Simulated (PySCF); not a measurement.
# CH6BOP: the cost of one run

Programs: PySCF 2.14.0, with density-fitted response routines of our own. Each step states its level of theory. These are calculated values for one molecule, in the gas phase or a continuum, unless marked as measured. Atoms count from 0, in the outputs and in this text.

### Step 1. The molecule as given

10 atoms, charge 0, multiplicity 1; geometry from: GFN2-xTB. The atoms were then displaced at random by about 0.01 Å, so the start is not that level's minimum.

Bonds of the start (Å): C0–O1 1.38, O1–B2 1.30, B2–P3 1.98, C0–H4 1.08, C0–H5 1.13, C0–H6 1.09, B2–H7 1.17, P3–H8 1.38, P3–H9 1.35.

### Step 2. Optimising the geometry at PBE0-D3(BJ)/def2-SVP

What the job is given:

```
{"job": {"xc": "PBE0", "basis": "def2-SVP", "d3": "d3bj", "grid": 1, "shake": 0.01, "kind": "geom"}, "charge": 0, "multiplicity": 1}
C     -1.440540     0.341750     0.189470
O     -0.874270    -0.688470    -0.539670
B      0.401730    -0.933550    -0.644790
P      1.832120     0.095000     0.249090
H     -0.758210     0.811410     0.881010
H     -1.814470     1.133670    -0.518420
H     -2.307740    -0.037200     0.729920
H      0.718220    -1.878050    -1.265950
H      1.494600     1.316450    -0.309140
H      2.799000    -0.181950    -0.645410
```

Run with:

```
> OMP_NUM_THREADS=1 python probes_run.py task.json out
```

The driver reads the jobs from task.json and runs them one after another.

Q: Estimate the wall time and peak memory of this first job on 1 thread of Arm Neoverse V1, shared host.

About 23 s, with a peak of 0.38 GiB.
